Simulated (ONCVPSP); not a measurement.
# Pseudopotential generation for Cu: ONCV, PBEsol

Task: generate the file, and judge it by its errors in other configurations, its logarithmic derivatives, its ghosts and its cutoff.

Program: ONCVPSP 4.0.1.1 (patched build). Reference atom: PBEsol, scalar-relativistic, spherical and spin-unpolarised. All values are calculated.

## Step 1: The design

The settings as typed:

```json
{"element": "copper (Cu, Z = 29)", "type": "optimised norm-conserving Vanderbilt (ONCV)", "frozen core": "[Ne] 3s2", "valence charge": "17", "reference configuration": "3p6 3d10 4s1", "partial waves": "4s: rc 1.80 bohr, ncon 5, nbas 10, qcut 3.1 1/bohr, 2 projectors, debl 1.7 Ha; 3p: rc 1.00 bohr, ncon 3, nbas 6, qcut 10.7 1/bohr, 2 projectors, debl 1.5 Ha; 3d: rc 1.00 bohr, ncon 4, nbas 9, qcut 18.2 1/bohr, local", "local potential": "the d channel", "core correction": "Teter function, fcfact 5.5, rcfact 1.35"}
```

An earlier all-electron run gives the scale for the radii.

All-electron outer shells of the reference configuration (PBEsol, scalar-relativistic, ld1.x):

```tsv
shell	level (eV)	outermost node (bohr)	outermost maximum (bohr)
3s	-114.40	0.29	0.61
3p	-72.00	0.26	0.62
3d	-5.06	–	0.60
4s	-4.61	0.89	2.27
4p	-0.64	0.98	3.56
```

## Step 2: Generation

File Cu.dat:

```
# ATOM AND REFERENCE CONFIGURATION
# atsym  z   nc   nv     iexc    psfile
  Cu 29.00    4    3  -116133      upf
#
#   n    l    f
    1    0    2.00
    2    0    2.00
    2    1    6.00
    3    0    2.00
    3    1    6.00
    3    2   10.00
    4    0    1.00
#
# PSEUDOPOTENTIAL AND OPTIMIZATION
# lmax
    2
#
#   l,   rc,      ep,       ncon, nbas, qcut
    0    1.80    0.00    5   10    3.10
    1    1.00    0.00    3    6   10.70
    2    1.00    0.00    4    9   18.20
#
# LOCAL POTENTIAL
# lloc, lpopt,  rc(5),   dvloc0
    2    5    1.00    0.00
#
# VANDERBILT-KLEINMAN-BYLANDER PROJECTORs
# l, nproj, debl
    0    2    1.70
    1    2    1.50
    2    0    3.10
#
# MODEL CORE CHARGE
# icmod, fcfact, rcfact
    3    5.50    1.35
#
# LOG DERIVATIVE ANALYSIS
# epsh1, epsh2, depsh
   -4.00    5.00    0.02
#
# OUTPUT GRID
# rlmax, drl
    6.00    0.01
#
# TEST CONFIGURATIONS
# ncnf
    4
# nvcnf
#   n    l    f
    3
    3    1    6.00
    3    2   10.00
    4    0    0.00
#
    3
    3    1    6.00
    3    2    9.00
    4    0    0.00
#
    3
    3    1    6.00
    3    2    8.00
    4    0    0.00
#
    4
    3    1    6.00
    3    2   10.00
    4    0    0.00
    4    1    1.00
#
```

The run is started by

```
$ oncvpsp.x < Cu.dat > Cu.out
```

Before running it: what results should come out? Wanted: cutoffs for 1 and 0.1 mHa per electron, occupied waves; bound ghosts; GHOST(+) flags; largest test error; largest phase difference near zero energy, channels read; rms error of d²Exc/dn², without and with the model core; projector energies reset by the program.

The runs gave:

| quantity | value |
| --- | --- |
| cutoffs for 1 and 0.1 mHa per electron, occupied waves | 109 Ha and 125 Ha |
| bound ghosts | s at -297.64 eV |
| GHOST(+) flags | s at 102 eV |
| largest test error (AE − PS) | -12 meV, for 3p6 3d10 4s0 (1 test unsolved) |
| largest phase difference near zero energy, channels read | 0.002 rad |
| rms error of d²Exc/dn², without and with the model core | 3.63 and 2.28 mHa |
| projector energies reset by the program | p: -2.646, 0.250 Ha |

A bound ghost (s) makes it unfit for use: electrons can fall into a state that the atom doesn't have. The worst unpolarised test, 3p6 3d10 4s0, is off by 12 meV on 8.1 eV; by total energies transferability rates as good where solved. Atomic tests can pass in spite of a ghost, since they solve only for the levels asked. Of the tests 1 gave no usable energy difference, which is a warning in itself. It counts as very hard, with 109 Ha needed at the looser tolerance. At the looser tolerance the 3d wave is the slowest; 3p needs 44 Ha. Near zero energy the phases of the channels with partial waves agree within 0.002 rad. The program also flags highly localised states, GHOST(+) (s).
